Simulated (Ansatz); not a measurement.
Crystal: TaTi3.

```
Ta Ti
1.0
    -1.99787    1.99787    4.39796
     1.99787   -1.99787    4.39796
     1.99787    1.99787   -4.39796
Ta Ti
1 3
Direct
  0.00000 0.00000 0.00000
  0.50000 0.50000 0.00000
  0.25000 0.75000 0.50000
  0.75000 0.25000 0.50000
```

The cell comes from a database or a generator and needn't be the stable form of this composition.

```yaml
Program: Ansatz 0.2.0
Task: single point
Functional: PBEsol
Potentials_or_basis: all-electron LAPW, scalar-relativistic
Cutoff: 246 eV (chosen from the basis error)
Basis_error_allowed: 0.001 eV/atom
k_mesh: 9 × 9 × 9
Occupations: fermi-dirac, width 0.05 eV
Spin: no spin polarisation
```

On this cell: pressure -4.7 GPa; largest force under 0.003 eV/Å; band gap on the k mesh none (metal or under the smearing width).

The same run follows on a disturbed copy (atoms moved at random, drawn with an rms of 0.05 Å):

```xyz
4
Lattice="-1.9979 1.9979 4.3980 1.9979 -1.9979 4.3980 1.9979 1.9979 -4.3980" Properties=species:S:1:pos:R:3 pbc="T T T"
Ta   -0.0226   -0.0202    0.0082
Ti   -0.0274    0.0131    4.3387
Ti    1.9772    0.0576    2.1952
Ti    0.0037    2.0300    2.2332
```

**Question.** What changes?

**Answer.** The energy (extrapolated to zero smearing) moves by +5.4 meV/atom; pressure -4.6 GPa; largest force 0.346 eV/Å; band gap on the k mesh none (metal or under the smearing width).

Forces in eV/Å, atoms in the order of the input:
```
Ta   0.027  0.345 -0.020
Ti   0.048 -0.101  0.190
Ti   0.075 -0.252 -0.022
Ti  -0.149  0.009 -0.147
```

Stress tensor (GPa, compression positive):
```
-4.57 -0.04  0.02
-0.04 -4.37 -0.09
 0.02 -0.09 -4.90
```
